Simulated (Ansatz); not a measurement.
# triplet CHClFNSi: levels of theory compared

Aim: a comparison of 6 runs (UHF/STO-3G, UHF/6-31G*, U-r2SCAN0/6-31G*, UB2PLYP/6-31G*, USVWN5/6-31G*, RPA@PBE/6-31G*) of triplet CHClFNSi. 

Program for the calculation: Ansatz 0.2.0.

153 further runs of the same task are left out: 153 set aside as unsound or not needed. Runs told in other sessions of the task aren't counted.

**1. The structure to begin with**

The species is CHClFNSi (6 atoms), meant as a triplet with charge 0. SMILES of the parent species: `FC1=N[SiH]1Cl`. The shape is that of a PBE0-D4/def2-TZVP optimisation. That shape belongs to the parent species and isn't relaxed for this state.

Bond lengths: F1–C2 1.310 Å, C2–N3 1.270 Å, C2–Si4 1.756 Å, N3–Si4 1.774 Å, Si4–Cl5 2.023 Å, Si4–H6 1.469 Å. Angles: F1–C2–N3 128.1°, F1–C2–Si4 162.2°, N3–C2–Si4 69.7°, C2–N3–Si4 68.1°, C2–Si4–N3 42.2°, C2–Si4–Cl5 123.2°, N3–Si4–Cl5 119.8°, C2–Si4–H6 125.2°, N3–Si4–H6 120.9°, Cl5–Si4–H6 109.4°.

**2. The energy at UHF/STO-3G (run 1)**

input.yaml reads:

```yaml
crystal:
  periodic: [false, false, false]
  atoms:
    - {symbol: F, position_ang: [0.158300, -2.281300, -0.638700]}
    - {symbol: C, position_ang: [0.216600, -1.043700, -0.212100]}
    - {symbol: N, position_ang: [1.240300, -0.391700, 0.161000]}
    - {symbol: Si, position_ang: [-0.233900, 0.593200, 0.234800]}
    - {symbol: Cl, position_ang: [-0.525700, 2.070200, -1.116500]}
    - {symbol: H, position_ang: [-0.813600, 0.989400, 1.525400]}
basis:
  gaussian:
    orbitals: STO-3G
magnetization:
  spin_polarized: true
  initial_magnetization: 2
hamiltonian:
  xc: hf
accuracy: high
output: {orbitals: {seedname: orbitals}}
```

The run is started by

```sh
ansatz run input.yaml --threads 1 --pin off --max-ram 3480MiB --events-out events.jsonl --progress --plain --runs-dir runs
```

The log of the run:

```text
Warning: RAYON_NUM_THREADS=1 ignored (pool sized by the plan → 1); use --threads N
Functional definition: HF
  name "HF"
  exchange = exact_x
  correlation = 0
685 factors; integrals over basis functions are off by at most 3.4e-8 eV
mean field evaluation 1: about -25295.2476 eV, gradient 2.3e1 eV
mean field evaluation 2: about -25295.4070 eV, gradient 2.3e1 eV
mean field evaluation 4: about -25300.1436 eV, gradient 2.9e0 eV
mean field evaluation 8: about -25300.4870 eV, gradient 1.8e-1 eV
mean field evaluation 16: about -25300.4874 eV, gradient 2.3e-8 eV
mean field evaluation 32: about -25299.7696 eV, gradient 5.4e-1 eV
mean field evaluation 64: about -25299.7049 eV, gradient 5.4e-1 eV
mean field -25300.48738101 eV, -929.7757619657 hartree, gradient 2.4e-8 eV, S^2 2.019991; 2 other end points of the search recorded, 0 dependent functions left out
reference -25300.48738101 eV, -929.7757619657 hartree; 28, 26 occupied and 6, 8 virtual orbitals, 685 factors
Total energy: -25300.48738101 eV, -929.7757619657 hartree
```

Wall time 0.91 s (1 thread of Arm Neoverse V1, shared host); peak memory 0.098 GiB.

**3. The energy at UHF/6-31G(d) (spherical functions) (run 2)**

input.yaml reads:

```yaml
crystal:
  periodic: [false, false, false]
  atoms:
    - {symbol: F, position_ang: [0.158300, -2.281300, -0.638700]}
    - {symbol: C, position_ang: [0.216600, -1.043700, -0.212100]}
    - {symbol: "N", position_ang: [1.240300, -0.391700, 0.161000]}
    - {symbol: Si, position_ang: [-0.233900, 0.593200, 0.234800]}
    - {symbol: Cl, position_ang: [-0.525700, 2.070200, -1.116500]}
    - {symbol: H, position_ang: [-0.813600, 0.989400, 1.525400]}
basis:
  gaussian: {orbitals: 6-31G_st_-spherical.json}
total_charge: 0
magnetization: {spin_polarized: true, initial_magnetization: 2}
hamiltonian: {xc: hf}
accuracy: high
output: {orbitals: {seedname: orbitals}}
```

The basis set 6-31G* is read from a file made from the Basis Set Exchange's data (not shown).

The run is started by

```sh
ansatz run input.yaml --threads 1 --pin off --max-ram 3480MiB --events-out events.jsonl --progress --plain --runs-dir runs
```

The log of the run:

```text
Warning: RAYON_NUM_THREADS=1 ignored (pool sized by the plan → 1); use --threads N
[... 4 set-up lines as earlier in the session ...]
1730 factors; integrals over basis functions are off by at most 8.7e-9 eV
mean field evaluation 1: about -25590.7881 eV, gradient 2.4e1 eV
mean field evaluation 2: about -25590.8086 eV, gradient 2.4e1 eV
mean field evaluation 4: about -25594.1167 eV, gradient 3.2e0 eV
mean field evaluation 8: about -25594.3853 eV, gradient 2.6e-1 eV
mean field evaluation 16: about -25593.6836 eV, gradient 5.4e0 eV
mean field evaluation 32: about -25593.6619 eV, gradient 1.0e0 eV
mean field evaluation 64: about -25593.3811 eV, gradient 1.3e-1 eV
mean field evaluation 96: about -25593.3614 eV, gradient 5.7e-1 eV
mean field -25594.38787346 eV, -940.5764058506 hartree, gradient 7.4e-8 eV, S^2 2.039824; 1 other end points of the search recorded, 0 dependent functions left out
reference -25594.38787346 eV, -940.5764058506 hartree; 28, 26 occupied and 52, 54 virtual orbitals, 1730 factors
Total energy: -25594.38787346 eV, -940.5764058506 hartree
```

Wall time 7.2 s (1 thread of Arm Neoverse V1, shared host); peak memory 0.29 GiB.

Runs 3 to 5 aren't shown in full; the table further down has their settings and results.

**4. The energy at RPA@PBE/6-31G(d) (spherical functions) (run 6)**

molecule.yaml reads:

```yaml
crystal:
  periodic: [false, false, false]
  atoms:
    - {symbol: F, position_ang: [0.158300, -2.281300, -0.638700]}
    - {symbol: C, position_ang: [0.216600, -1.043700, -0.212100]}
    - {symbol: "N", position_ang: [1.240300, -0.391700, 0.161000]}
    - {symbol: Si, position_ang: [-0.233900, 0.593200, 0.234800]}
    - {symbol: Cl, position_ang: [-0.525700, 2.070200, -1.116500]}
    - {symbol: H, position_ang: [-0.813600, 0.989400, 1.525400]}
basis:
  gaussian: {orbitals: 6-31G_st_-spherical.json}
magnetization: {spin_polarized: true, initial_magnetization: 2}
hamiltonian: {xc: {name: PBE}}
correlation: {method: rpa, frozen_orbitals: {C: 1, Cl: 5, F: 1, H: 0, "N": 1, Si: 5}}
accuracy: high
```

The basis set 6-31G* is read from a file made from the Basis Set Exchange's data (not shown).

The run is started by

```sh
ansatz run molecule.yaml --threads 1 --pin off --max-ram 3480MiB --events-out events.jsonl --progress --plain --runs-dir runs
```

The log of the run (excerpt; [...] marks lines left out):

```text
Warning: RAYON_NUM_THREADS=1 ignored (pool sized by the plan → 1); use --threads N
Functional definition: PBE
  name "PBE"
[...]
1730 factors; integrals over basis functions are off by at most 8.7e-9 eV
[...]
mean field -25639.88379353 eV, -942.2483500750 hartree, gradient 9.5e-8 eV, S^2 2.005303; 8 other end points of the search recorded, 0 dependent functions left out
13 core orbitals not correlated: weight in the atoms' cores, before any rotation towards them, 1.000 or more for the frozen orbitals, at most 0.000 for the correlated occupied ones
reference -25592.57737289 eV, -940.5098711816 hartree; 15, 13 occupied and 52, 54 virtual orbitals, 1730 factors
Total energy: -25619.88537580 eV, -941.5134217786 hartree
```

Run time: 36 s. Hardware: 1 thread of Arm Neoverse V1, shared host; peak memory 0.37 GiB.

**5. All runs side by side**

| run | level | frozen core orbitals | energy (Eh) | HOMO energy (eV) | ⟨S²⟩ | wall time |
| --- | --- | --- | --- | --- | --- | --- |
| 1 | UHF/STO-3G | – | -929.775762 | -4.33 | 2.020 | 0.91 s |
| 2 | UHF/6-31G* (spherical functions) | – | -940.576406 | -6.89 | 2.040 | 7.2 s |
| 3 | U-r2SCAN0/6-31G* (spherical functions) | – | -942.608329 | -3.53 | 2.017 | 51 s |
| 4 | UB2PLYP/6-31G* (spherical functions) | 13 | -942.331529 | -4.51 | 2.019 | 26 s |
| 5 | USVWN5/6-31G* (spherical functions) | – | -938.730480 | -1.98 | 2.004 | 7.8 s |
| 6 | RPA@PBE/6-31G* (spherical functions) | 13 | -941.513422 | – | 2.005 | 36 s |

**6. Results**

| quantity | value |
| --- | --- |
| run 6: total energy | -941.51342 Eh |
| run 6: RPA correlation energy (valence) | -1003.6 mEh |
| run 6: ⟨S²⟩ of the reference determinant | 2.005 |

Totals of different functionals can't be ranked against each other. In run 1 the basis is minimal, so the values are rough. All runs together took 2.1 min, the longest 51 s.
